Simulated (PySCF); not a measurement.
# NSe₂⁺: singlet, from a bent start

Where does singlet NSe₂⁺ go from a bent start, is the end point a minimum, and what are its modes, charges and moments?

Program: PySCF 2.14.0. Level of theory: PBE0, basis N def2-TZVP, Se def2-TZVP, no relativity, density fitting. These are calculated values, not measurements.

## 1. Where the work starts

3 atoms, charge 1, spin multiplicity 1.

Bond lengths: N1–Se2 1.637 Å, N1–Se3 1.637 Å, Se2–Se3 2.681 Å. Angles: Se2–N1–Se3 110.0°, N1–Se2–Se3 35.0°, N1–Se3–Se2 35.0°.

Coordinates in bohr (charge 1 multiplicity 1):
```
N     0.0000    0.0000   -1.6310
Se    2.5334    0.0000    0.1429
Se   -2.5334    0.0000    0.1429
```

## 2. Relaxation: bent start, singlet

One driver script runs all steps and calls PySCF; scf.py shows how it sets up the SCF of each step. The optimiser is the driver's own. Before each start the driver seeks the lowest SCF state from one or more starting densities and follows internal instabilities, so scf.py alone need not reach the same state.

The program finds C2v symmetry in the start, which this walk keeps. Threshold on the gradient: 0.0003 Eh/bohr, with a further test on the energy change.

scf.py

```python
from pyscf import gto, scf, dft
mol = gto.M(atom='''
N      0.000000     0.000000    -0.863085
Se     1.340600    -0.000000     0.075615
Se    -1.340600     0.000000     0.075615''',
    basis={'N': 'def2-TZVP', 'Se': 'def2-TZVP'},
    charge=1, spin=0)
mf = dft.RKS(mol, xc='PBE0')
mf.grids.atom_grid = (50, 194)
aux = {'N': 'def2-universal-JKFIT', 'Se': 'def2-universal-JKFIT'}
mf = mf.density_fit(auxbasis=aux)
mf.kernel()
```

After this run come: Hessian and properties.

Q: Predict the outcome of this session. Wanted: minimum; geometry; wavenumbers; dipole moment; highest occupied, lowest empty level; polar-tensor charge of N1; zero-point energy.

The runs gave:

```
                            quantity                                                                value
                             minimum                                                         singlet, C2v
                            geometry  N–Se 1.771 Å (×2), Se–Se 2.422 Å; N–Se–Se 46.8° (×2), Se–N–Se 86.3°
                  wavenumbers (cm⁻¹)                                         300 (a1), 577 (b2), 836 (a1)
      dipole moment (centre of mass)                                                               0.98 D
highest occupied, lowest empty level                                                    -13.36, -10.68 eV
           polar-tensor charge of N1                                                              +0.38 e
                   zero-point energy                                                          10.2 kJ/mol
                 entropy at 298.15 K                                                      283.2 J/(mol K)
```

In words: The bent start keeps its C2v symmetry and ends in a minimum. In the infrared the band at 577 cm⁻¹ (b2) leads. Only this shape and spin were tried, so other structures or states may lie lower.
